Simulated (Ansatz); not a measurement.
# LuH2: the cost of one run

Program: Ansatz 0.2.0, driven from Python. Level of theory: DFT PBEsol+D3(BJ), plane waves, norm-conserving potentials. These are calculated values, not measurements.

## (1) The system

It takes space group Fm-3m (No. 225, cubic). The conventional cell has a = 5.033 Å, b = 5.033 Å, c = 5.033 Å, α = 90.00°, β = 90.00°, γ = 90.00°. Around Lu (site symmetry m-3m) lie 8 H at 2.18 Å. H (site symmetry -43m) has 4 Lu at 2.18 Å as nearest neighbours.

No structure file is read: the coordinates are typed or built in the script.

## (2) Script

File vcrelax_luh2.py:

```python
"""Cell relaxation of LuH2."""

import ansatz as az
from ase.data import atomic_numbers
import numpy as np
import spglib

VDW = "d3bj"
MESH = (6, 6, 6)
WIDTH_EV = 0.2
FORCE_TOL = 0.1

def edges_and_angles(cell):
    cell = np.asarray(cell)
    a, b, c = np.linalg.norm(cell, axis=1)
    cosines = cell[1] @ cell[2] / (b * c), cell[0] @ cell[2] / (a * c), cell[0] @ cell[1] / (a * b)
    return (a, b, c, *np.degrees(np.arccos(cosines)))


def main() -> None:
    crystal = (
        az.Lattice.fcc(5.033)
        .space_group(225)
        .atom("Lu", (0.0, 0.0, 0.0))
        .atom("H", (0.25, 0.75, 0.75))
        .primitive()
    )

    # every cell quantity that the symmetry leaves free
    calculation = (
        crystal.calculation()
        .functional(az.Functional.PBESOL, dispersion=VDW)
        .pseudopotentials("nc")
        .accuracy("medium")  # preset for grids and thresholds
        .kpoints(*MESH, shift=0.5)  # sampling of the Brillouin zone
        .occupations(az.OccupationsMethod.FERMI_DIRAC, width=WIDTH_EV)
        .relax(force_tolerance=FORCE_TOL, max_displacement=0.3, cell=True)
    )
    steps = []


    def follow(event):
        if event["event"] != "relax_step":
            return
        row = event["data"]
        steps.append(row)
        print(f"step {row['step']:3d}  E = {row['lagrangian_ev']:.5f} eV  largest force component = {row['allowed_force_max_ev_ang']:.4f} eV/A  P = {row['pressure_gpa']:.3f} GPa")


    outcome = calculation.session().plan(threads=1).execute(on_event=follow)
    data = outcome.report

    first, last = steps[0], steps[-1]
    symbols = [site.symbol for site in outcome.lattice.sites]
    print(f"energy gained {first['lagrangian_ev'] - last['lagrangian_ev']:.4f} eV in {len(steps) - 1} steps")
    for label, vectors in (("before", first["cell_ang"]), ("after", outcome.lattice.cell_ang)):
        print(label, "a b c (A) {:.4f} {:.4f} {:.4f}  angles {:.2f} {:.2f} {:.2f}".format(*edges_and_angles(vectors)), f" V = {abs(np.linalg.det(vectors)):.3f} A^3")
    print("final stress xx yy zz (GPa, compression positive):", np.round(np.diag(data["stress_gpa"]), 3) + 0.0)

    change = np.array(last["positions_ang"]) @ np.linalg.inv(last["cell_ang"]) - np.array(first["positions_ang"]) @ np.linalg.inv(first["cell_ang"])
    moved = np.linalg.norm(change @ np.array(last["cell_ang"]), axis=1)
    print("displacement within the cell, strain taken out (A):", " ".join(f"{s}:{d:.3f}" for s, d in zip(symbols, moved)))

    fractions = [site.position_frac for site in outcome.lattice.sites]
    numbers = [atomic_numbers[s] for s in symbols]
    for tolerance in (1e-3, 1e-2, 1e-1):
        print(f"space group at {tolerance} A:", spglib.get_spacegroup((outcome.lattice.cell_ang, fractions, numbers), symprec=tolerance))

    for key in ("converged", "n_iterations", "n_electrons", "n_kpoints", "n_pw", "n_symmetry_ops", "free_energy_ev", "fermi_energy_ev"):
        print(f"{key:18s} {data[key]}")


if __name__ == "__main__":
    main()
```

## (3) The input behind the calls

The engine receives this input:

```yaml
crystal:
  lattice:
    bravais: fcc
    a: 5.033
  space_group: 225
  atoms:
    - { symbol: Lu, position: [0.0, 0.0, 0.0] }
    - { symbol: H, position: [0.25, 0.75, 0.75] }
  reduce_to_primitive: true
accuracy: medium
kpoints:
  mp_grid:
    grid: [6, 6, 6]
    shift: [0.5, 0.5, 0.5]
hamiltonian:
  xc: pbesol
  dispersion: d3bj
  pseudopotentials:
    kind: nc
scf:
  occupations:
    method: fermi_dirac
    width: 0.2
relax:
  f_tol: 0.1
  max_displacement: 0.3
  cell: {}
```

## (4) Running it

Command:

```console
$ python vcrelax_luh2.py
```

Q: Estimate wall time and peak memory on 1 thread of Intel Xeon 6975P-C (Granite Rapids), shared host.

About 9.2 s, with a peak of 0.49 GiB.
